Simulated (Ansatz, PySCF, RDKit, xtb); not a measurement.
**GeH3IO2: a search for the lowest isomer**

Given the formula GeH3IO2 and nothing else, which arrangement of the atoms is the most stable in the gas at 298.15 K, and what are its properties?

The funnel: GFN2-xTB relaxations, single points with a density functional, relaxations at PBE0-D3(BJ)/def2-SVP, harmonic vibrations, and a last energy at a higher level. All values are calculated.

3 further runs of the same task are left out: 3 set aside as unsound or not needed.

## (1) Possible bonding patterns

A program enumerates the bonding patterns with one Lewis structure each (two rings at most, one unusual centre or charged pair), with their diastereomers. O–O, O–halogen and N–halogen bonds and N–N–N chains are not drawn. That gives 2 candidates.

| label | SMILES | spin |
| --- | --- | --- |
| c255 | [OH][Ge-]([OH2+])[I] | singlet |
| c681 | [OH][GeH]([OH])[I] | singlet |

Candidates are built by distance geometry, with a force field where one applies, in up to four conformers (letters a to d). 6 starts with atoms placed at random are added, to find patterns that the rules miss.

Q: Predict the outcome of this search (final energies at CCSD(T)/def2-SVP + MP2/def2-TZVPP - MP2/def2-SVP).

| quantity | value |
| --- | --- |
| lowest structure found | [OH][GeH]([OH])[I], singlet, C1 |
| next finalist | [OH][Ge][O][IH2] ‡, singlet, 96.7 kcal/mol higher in G |
| share at equilibrium, among the finalists | 100.0 % |
| harmonic wavenumbers, lowest and highest (PBE0-D3(BJ)/def2-SVP) | 115 and 3893 cm⁻¹ |
| rotational constants, same geometry | 0.1852, 0.03724, 0.03337 cm⁻¹ |
| dipole moment (PBE0/def2-TZVPD) | 1.28 D |
| HOMO energy (PBE0/def2-TZVPD) | -7.89 eV |
| LUMO energy (PBE0/def2-TZVPD) | -1.07 eV |
| HOMO–LUMO gap (PBE0/def2-TZVPD) | 6.82 eV |
| lowest excitation (TD-CAM-B3LYP/def2-SVPD) | 5.38 eV (f = 0.006) |
| strongest of the states computed, same level | 7.17 eV (f = 0.075) |
| lowest triplet excitation, same level, Tamm-Dancoff | 4.89 eV |
| vertical ionisation energy | 10.07 eV |
| vertical electron affinity | -0.31 eV (unbound: the value depends on the basis) |
| vertical triplet less singlet | +5.12 eV |

`[OH][GeH]([OH])[I]` comes out lowest. The margin of 96.7 kcal/mol over the next finalist is beyond the usual error of the last level; it says nothing of structures that weren't ranked. GFN2-xTB, HF/STO-3G, r2SCAN-D4/def2-SVP, PBE0-D3(BJ)/def2-SVP, HF/def2-SVP and MP2/def2-SVP already put its bonding pattern lowest among the structures in one piece. Spin-orbit coupling, which matters for elements this heavy, is left out. A candidate that fell apart on refinement lay below the next finalist; fragments are not ranked, and their entropy would favour them further. Lowest found is not proven lowest: the search is finite, and each finalist counts with one conformer. Patterns outside the rules of the enumeration were met only by chance.

‡ marks the bonded skeleton alone, with all bonds drawn single: no Lewis structure was assigned that passes a check against the bond lengths.
